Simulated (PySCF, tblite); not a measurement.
# CH₁₂Si₅, a small molecule taken as a stand-in for a surface group (Si 5-ring): NMR shifts, core binding energies and electronic excitations

Wanted: the NMR shifts, core binding energies and electronic excitations for `C[SiH]1[SiH2][SiH2][SiH2][SiH2]1`.

Programs: tblite 0.8.0 and PySCF 2.14.0. All values are calculated, for the isolated system unless a continuum is named. Atoms count from 0, parts from 1.

### 1 Starting point

18 atoms, charge 0, multiplicity 1; geometry: distance geometry start.

### 2 Geometry optimisation with GFN2-xTB

The job: settings as JSON, then the geometry in Å.

```
{"job": {"kind": "relax", "xc": "GFN2-xTB", "basis": "xTB"}, "charge": 0, "multiplicity": 1}
Si     0.594882    -1.709026     0.416997
Si     2.272166    -0.355706    -0.155990
Si     1.131170     1.483749    -0.703536
Si    -0.262669     1.550207     1.010910
Si    -1.208030    -0.465548     0.702762
C     -2.255254    -0.426724    -0.848439
H      0.400627    -2.628343    -0.703982
H      1.014946    -2.378798     1.664711
H      3.099785    -0.033205     1.033069
H      3.028350    -0.863780    -1.295400
H      0.317619     1.279170    -1.913907
H      1.959320     2.667018    -0.817508
H     -1.215817     2.645131     0.992594
H      0.521738     1.463578     2.251867
H     -2.028716    -0.881800     1.870493
H     -2.680206     0.563271    -1.061986
H     -1.679552    -0.763083    -1.739207
H     -3.076119    -1.158493    -0.707958
```

With the program's defaults for keys left out, this is: GFN2-xTB geometry optimisation, gas phase.

Launch:

```
$ OMP_NUM_THREADS=1 python cluster_run.py task.json out
```

This one command runs all jobs of the session in turn.

The program printed:

```text
step      E/eV     max force
  0    -456.90955    2.272
  1    -457.14169    0.898
  2    -457.24560    0.702
  3    -457.33701    0.660
  4    -457.45949    0.686
  5    -457.53771    0.602
  6    -457.58783    0.421
  7    -457.63393    0.430
  8    -457.67286    0.415
  9    -457.70488    0.503
 10    -457.72706    0.338
 11    -457.73367    0.159
 12    -457.73617    0.107
 13    -457.73799    0.099
 14    -457.73968    0.121
 15    -457.74154    0.155
 16    -457.74374    0.174
 17    -457.74644    0.173
 18    -457.74927    0.171
 19    -457.75179    0.120
 20    -457.75382    0.094
 21    -457.75581    0.111
 22    -457.75810    0.104
 23    -457.76046    0.117
 24    -457.76297    0.148
 25    -457.76641    0.180
 26    -457.77168    0.247
 27    -457.77808    0.261
 28    -457.78350    0.195
 29    -457.78743    0.160
 30    -457.79102    0.230
 31    -457.79653    0.268
 32    -457.80565    0.335
 33    -457.81691    0.338
 34    -457.82535    0.197
 35    -457.82920    0.160
 36    -457.83045    0.159
 37    -457.83373    0.133
 38    -457.83742    0.139
 39    -457.84198    0.126
 40    -457.84654    0.104
 41    -457.85054    0.114
 42    -457.85367    0.132
 43    -457.85587    0.118
 44    -457.85777    0.144
 45    -457.85961    0.103
 46    -457.86205    0.100
 47    -457.86313    0.108
 48    -457.86565    0.136
 49    -457.86824    0.145
 50    -457.87107    0.121
 51    -457.87310    0.104
 52    -457.87452    0.089
 53    -457.87554    0.078
 54    -457.87640    0.080
 55    -457.87725    0.077
 56    -457.87824    0.107
 57    -457.87939    0.130
 58    -457.88043    0.097
 59    -457.88149    0.071
 60    -457.88212    0.060
 61    -457.88253    0.055
 62    -457.88348    0.084
 63    -457.88453    0.102
 64    -457.88557    0.086
 65    -457.88618    0.050
 66    -457.88653    0.029
 67    -457.88674    0.038
 68    -457.88696    0.041
 69    -457.88721    0.037
 70    -457.88751    0.058
 71    -457.88791    0.062
 72    -457.88843    0.047
 73    -457.88878    0.037
 74    -457.88907    0.040
 75    -457.88933    0.048
 76    -457.88966    0.055
 77    -457.89003    0.052
 78    -457.89037    0.034
 79    -457.89063    0.039
 80    -457.89083    0.032
 81    -457.89097    0.025
 82    -457.89107    0.022
 83    -457.89114    0.018
 84    -457.89120    0.021
 85    -457.89129    0.025
 86    -457.89141    0.027
 87    -457.89154    0.029
 88    -457.89167    0.029
 89    -457.89178    0.024
 90    -457.89186    0.021
 91    -457.89191    0.015
 92    -457.89195    0.013
 93    -457.89198    0.015
 94    -457.89202    0.019
 95    -457.89206    0.020
 96    -457.89210    0.017
 97    -457.89214    0.017
 98    -457.89217    0.012
 99    -457.89218    0.009
100    -457.89219    0.008
101    -457.89221    0.009
102    -457.89223    0.012
103    -457.89225    0.014
104    -457.89228    0.015
105    -457.89232    0.014
106    -457.89236    0.016
107    -457.89242    0.020
108    -457.89248    0.021
109    -457.89254    0.026
110    -457.89259    0.023
111    -457.89264    0.014
112    -457.89268    0.016
113    -457.89271    0.014
114    -457.89274    0.016
115    -457.89278    0.016
116    -457.89282    0.013
117    -457.89285    0.015
118    -457.89287    0.016
119    -457.89290    0.014
120    -457.89294    0.017
121    -457.89299    0.022
122    -457.89306    0.024
123    -457.89313    0.027
124    -457.89319    0.022
125    -457.89323    0.015
126    -457.89327    0.013
127    -457.89330    0.011
128    -457.89333    0.018
129    -457.89336    0.019
130    -457.89340    0.015
131    -457.89343    0.014
132    -457.89346    0.014
133    -457.89348    0.013
134    -457.89350    0.015
135    -457.89352    0.015
136    -457.89354    0.012
137    -457.89356    0.016
138    -457.89358    0.014
139    -457.89361    0.013
140    -457.89362    0.011
141    -457.89364    0.007
```

It took 5.6 s on 1 thread of Arm Neoverse V1, shared host.

The steps of the relaxation:

```
step  energy from step 0 (eV)  largest force (eV/Å)
   0                   0.0000                2.2711
   5                  -0.6282                0.6015
  10                  -0.8175                0.3383
  15                  -0.8320                0.1547
  20                  -0.8443                0.0946
  25                  -0.8569                0.1801
  30                  -0.8815                0.2303
  35                  -0.9196                0.1602
  40                  -0.9370                0.1036
  45                  -0.9501                0.1026
  50                  -0.9615                0.1204
  55                  -0.9677                0.0772
  60                  -0.9726                0.0599
  65                  -0.9766                0.0503
  70                  -0.9780                0.0589
  75                  -0.9798                0.0481
  80                  -0.9813                0.0321
  85                  -0.9817                0.0251
  90                  -0.9823                0.0217
  95                  -0.9825                0.0192
 100                  -0.9826                0.0083
 105                  -0.9828                0.0139
 110                  -0.9830                0.0224
 115                  -0.9832                0.0158
 120                  -0.9834                0.0175
 125                  -0.9837                0.0149
 130                  -0.9838                0.0142
 135                  -0.9840                0.0147
 140                  -0.9841                0.0110
 141                  -0.9841                0.0073
```

Distances of close pairs at the start and the end, largest changes first:

| bond | before (Å) | after (Å) | change (Å) |
| --- | --- | --- | --- |
| Si0–Si4 | 2.209 | 2.344 | +0.135 |
| Si2–Si3 | 2.211 | 2.337 | +0.126 |
| Si0–Si1 | 2.230 | 2.336 | +0.106 |
| Si1–Si2 | 2.233 | 2.337 | +0.104 |
| Si3–Si4 | 2.248 | 2.345 | +0.097 |
| Si4–C5 | 1.872 | 1.907 | +0.035 |
| C5–H16 | 1.113 | 1.087 | -0.026 |
| C5–H17 | 1.109 | 1.086 | -0.023 |

### 3 Optimising the geometry at PBE0-D3(BJ)/def2-SVP

The job: settings as JSON, then the geometry in Å.

```
{"job": {"xc": "PBE0", "basis": "def2-SVP", "d3": "d3bj", "grid": 2, "kind": "geom", "shake": 0.01}, "charge": 0, "multiplicity": 1}
Si     0.644852    -1.845476     0.400678
Si     2.314182    -0.480504    -0.486436
Si     1.606484     1.747888    -0.339425
Si    -0.452380     1.782825     0.664020
Si    -1.233686    -0.446238     0.768673
C     -2.521696    -0.720662    -0.600858
H      0.322216    -2.962987    -0.473535
H      1.085705    -2.447530     1.639629
H      3.599981    -0.692170     0.215501
H      2.611776    -0.843353    -1.866601
H      1.580619     2.374949    -1.649467
H      2.600258     2.575645     0.409237
H     -1.450741     2.669754    -0.054120
H     -0.430370     2.377927     2.015857
H     -1.941554    -0.765374     2.034790
H     -3.382840    -0.064752    -0.471747
H     -2.086510    -0.509358    -1.577735
H     -2.885070    -1.744943    -0.602546
```

The program printed:

```text
step   0  E = -1491.67115343  max force = 0.021524
step   1  E = -1491.67900373  max force = 0.002636
step   2  E = -1491.67926671  max force = 0.001276
step   3  E = -1491.67940876  max force = 0.001027
step   4  E = -1491.67959248  max force = 0.002216
step   5  E = -1491.68009685  max force = 0.005505
step   6  E = -1491.68068209  max force = 0.009021
step   7  E = -1491.68131556  max force = 0.006375
step   8  E = -1491.68206197  max force = 0.000759
step   9  E = -1491.68207756  max force = 0.002419
step  10  E = -1491.68217623  max force = 0.000630
step  11  E = -1491.68219099  max force = 0.000273
optimisation converged
```

It took 3.6 min on 1 thread of Arm Neoverse V1, shared host; peak memory 0.84 GiB.

Along the way:

| step | energy from step 0 (eV) | largest force component (eV/Å) |
| --- | --- | --- |
| 0 | 0.0000 | 1.1068 |
| 1 | -0.2136 | 0.1355 |
| 2 | -0.2208 | 0.0656 |
| 3 | -0.2246 | 0.0528 |
| 4 | -0.2296 | 0.1140 |
| 5 | -0.2434 | 0.2831 |
| 6 | -0.2593 | 0.4639 |
| 7 | -0.2765 | 0.3278 |
| 8 | -0.2968 | 0.0390 |
| 9 | -0.2973 | 0.1244 |
| 10 | -0.2999 | 0.0324 |
| 11 | -0.3003 | 0.0140 |

Close pairs (by a distance rule), those that changed most:

| bond | before (Å) | after (Å) | change (Å) |
| --- | --- | --- | --- |
| Si2–Si3 | 2.291 | 2.356 | +0.065 |
| Si0–H7 | 1.446 | 1.498 | +0.052 |
| Si2–H10 | 1.453 | 1.499 | +0.046 |
| Si0–H6 | 1.455 | 1.497 | +0.042 |
| Si1–H9 | 1.458 | 1.498 | +0.041 |
| Si0–Si1 | 2.332 | 2.358 | +0.026 |
| Si1–Si2 | 2.343 | 2.368 | +0.025 |
| Si3–H13 | 1.477 | 1.498 | +0.021 |

The end geometry stands in the next job.

```
                         at the end point                value
rotational constants (GHz, main isotopes)  1.259, 1.131, 0.787
                        dipole moment (D)                 0.94
```

### 4 NMR shieldings: PBE0/pcSseg-1

The job: settings as JSON, then the geometry in Å.

```
{"job": {"kind": "nmr", "xc": "PBE0", "basis": "pcSseg-1"}, "charge": 0, "multiplicity": 1}
Si     0.496427    -1.793581     0.884563
Si     1.975605    -0.578082    -0.491912
Si     1.232941     1.666604    -0.361738
Si    -0.569527     1.622366     1.154956
Si    -1.467676    -0.508992     0.737067
C     -2.118660    -0.571398    -1.037219
H      0.337433    -3.213524     0.436784
H      1.008488    -1.781435     2.292348
H      3.404041    -0.709814    -0.066050
H      1.854927    -1.064703    -1.903845
H      0.733510     2.102089    -1.705826
H      2.328445     2.594385     0.060019
H     -1.524164     2.756581     0.947286
H     -0.033903     1.682900     2.552936
H     -2.517043    -0.923125     1.720891
H     -2.977091     0.105564    -1.165563
H     -1.333335    -0.263835    -1.745939
H     -2.438338    -1.590446    -1.303527
```

Method: GIAO PBE0/pcSseg-1 NMR shielding, non-relativistic, gas phase.

The program printed:

```text
coarse grid: 16648 points
cycle   1  E = -1492.0332077616  dE = -1.113e-01  |g| = 3.054e-01  |ddm| = 3.798e+00
cycle   2  E = -1492.0275004819  dE =  5.707e-03  |g| = 3.303e-01  |ddm| = 5.331e-01
cycle   3  E = -1492.0562884763  dE = -2.879e-02  |g| = 3.530e-02  |ddm| = 3.327e-01
cycle   4  E = -1492.0566317122  dE = -3.432e-04  |g| = 9.260e-03  |ddm| = 6.734e-02
cycle   5  E = -1492.0566605294  dE = -2.882e-05  |g| = 3.131e-03  |ddm| = 2.593e-02
cycle   6  E = -1492.0566641404  dE = -3.611e-06  |g| = 3.684e-04  |ddm| = 6.679e-03
final grid: 135304 points
cycle   7  E = -1492.0881091306  dE = -1.510e-05  |g| = 4.884e-03  |ddm| = 1.894e-02
cycle   8  E = -1492.0881062798  dE =  2.851e-06  |g| = 5.598e-03  |ddm| = 8.711e-03
cycle   9  E = -1492.0881144012  dE = -8.121e-06  |g| = 4.705e-04  |ddm| = 5.430e-03
cycle  10  E = -1492.0881144514  dE = -5.015e-08  |g| = 8.650e-05  |ddm| = 8.205e-04
cycle  11  E = -1492.0881144542  dE = -2.820e-09  |g| = 2.011e-05  |ddm| = 2.178e-04
cycle  12  E = -1492.0881144544  dE = -1.473e-10  |g| = 2.503e-06  |ddm| = 4.132e-05
converged SCF energy = -1492.0881144544

GIAO shielding tensors (ppm)
atom      isotropic    diamagn.    paramagn.     s11        s22        s33       span
  0 Si     461.268     881.123    -419.855    450.679    460.324    472.799     22.120
  1 Si     468.566     880.610    -412.044    459.678    466.997    479.022     19.344
  2 Si     467.712     880.638    -412.925    457.510    467.178    478.448     20.938
  3 Si     461.025     881.168    -420.144    449.718    460.786    472.571     22.853
  4 Si     421.888     881.530    -459.642    404.419    409.546    451.698     47.279
  5 C      192.875     254.218     -61.343    186.134    192.581    199.910     13.776
  6 H       27.661      29.388      -1.727     24.004     24.690     34.288     10.284
  7 H       27.907      29.759      -1.852     24.506     24.979     34.237      9.731
  8 H       27.653      28.910      -1.257     23.634     24.819     34.507     10.873
  9 H       27.714      29.345      -1.631     24.586     24.734     33.823      9.237
 10 H       27.725      29.451      -1.726     24.555     24.903     33.719      9.164
 11 H       27.636      28.921      -1.284     23.589     24.798     34.523     10.934
 12 H       27.648      29.423      -1.775     24.014     24.634     34.297     10.283
 13 H       27.926      29.825      -1.899     24.495     25.093     34.190      9.695
 14 H       27.049      29.894      -2.846     23.539     24.243     33.364      9.824
 15 H       30.902      29.564       1.337     25.570     27.883     39.252     13.682
 16 H       31.429      32.587      -1.158     25.788     31.722     36.778     10.990
 17 H       30.906      29.603       1.303     25.551     27.913     39.254     13.703
```

Wall time 41 s (1 thread of Arm Neoverse V1, shared host); peak memory 1 GiB.

Shifts follow as δ = σ(reference) − σ, with reference shieldings (ppm) from runs at the same level and on the same kind of geometry: ¹H TMS 31.27, ¹³C TMS 184.4, ²⁹Si TMS 352.0. The references are single molecules in the gas phase.

```
atoms                              environment  σ (ppm)  δ (ppm)
   C5                 carbon bonded to Si, 3 H    192.9     -8.5
  H14  hydrogen on a silicon bonded to C, 2 Si    27.05     4.22
  H11     hydrogen on a silicon bonded to 2 Si    27.64     3.63
  H12     hydrogen on a silicon bonded to 2 Si    27.65     3.62
   H8     hydrogen on a silicon bonded to 2 Si    27.65     3.61
   H6     hydrogen on a silicon bonded to 2 Si    27.66     3.61
   H9     hydrogen on a silicon bonded to 2 Si    27.71     3.55
  H10     hydrogen on a silicon bonded to 2 Si    27.73     3.54
   H7     hydrogen on a silicon bonded to 2 Si    27.91     3.36
  H13     hydrogen on a silicon bonded to 2 Si    27.93     3.34
  H15        hydrogen on a carbon bonded to Si    30.90     0.37
  H17        hydrogen on a carbon bonded to Si    30.91     0.36
  H16        hydrogen on a carbon bonded to Si    31.43    -0.16
  Si4             silicon bonded to C, 2 Si, H    421.9    -69.9
  Si3              silicon bonded to 2 Si, 2 H    461.0   -109.0
  Si0              silicon bonded to 2 Si, 2 H    461.3   -109.3
  Si2              silicon bonded to 2 Si, 2 H    467.7   -115.7
  Si1              silicon bonded to 2 Si, 2 H    468.6   -116.6
```

The run also stored atomic charges by several schemes (e):

| atoms | Mulliken | IAO | Hirshfeld | ESP fit |
| --- | --- | --- | --- | --- |
| Si0 | 0.07 | 0.14 | 0.13 | 0.05 |
| Si1 | 0.02 | 0.14 | 0.14 | 0.12 |
| Si2 | 0.01 | 0.14 | 0.14 | 0.13 |
| Si3 | 0.07 | 0.14 | 0.13 | 0.04 |
| Si4 | 0.07 | 0.35 | 0.18 | 0.28 |
| C5 | -0.60 | -0.68 | -0.21 | -0.48 |

Mayer bond orders: Si0–Si1 0.85, Si1–Si2 0.84, Si2–Si3 0.85, Si3–Si4 0.88, Si4–C5 0.92, Si4–Si0 0.88.

Ring of atoms Si0, Si1, Si2, Si3, Si4: NICS(0) -3.1, NICS(1) -3.2, NICS(1)zz 0.8 ppm (means of both faces).

Orbitals, density, ELF and potential are computed afterwards from the orbital file.

Frontier orbitals at PBE0/pcSseg-1, with the share of their density that lies nearest to each atom:

| orbital | energy (eV) | lies on |
| --- | --- | --- |
| HOMO | -7.49 | Si4 25 %; Si0, Si3 about 18 % each |
| LUMO | -0.94 | Si1, Si2 about 11 % each; Si0, Si3, Si4 about 8 % each; 4 H atoms about 6 % each |

ELF in a plane through or near 5 of the atoms.

Ten even steps from ' ' (0.00) to '@' (1.00):
```
                                                        
                                                        
                          ..====--                      
                        ..%%@@@@@@##..                  
                      ..==@@@@@@@@@@--                  
        ::****==....::====##@@@@@@**..                  
      ..##@@@@%%==--**##::--::--++::                    
      ..##@@@@%%++==##@@::++==--%%**::..                
        ..--==------**##**--##@@@@**--::..              
              ..::--::....--##++..++..====::            
              ..::--::....--##++::##..====--            
      ..==##**++----**##**--##@@%%++----::..            
      --@@@@@@@@++==%%%%..++====%%**::..                
      ::%%@@@@%%----**##..++----++::                    
        ::**==::  ..::--==##@@@@@@++                    
                      ..++@@@@@@@@@@::                  
                        ::%%@@@@@@##..                  
                          ..==++--                      
                                                        
                                                        
```
The map spans 11.5 Å across and 11.5 Å up, centred on the molecule. Atoms in the plane (x, y in Å): Si0 (-0.1, -1.8), Si3 (0.0, 1.8), Si4 (1.4, 0.0), H6 (0.5, -3.1), H12 (0.6, 3.1).

On the surface of density 0.002 e/bohr³ the electrostatic potential runs, from the 1st to the 99th percentile, from 0.03 to 0.93 V.

[end of part 1 of 2]
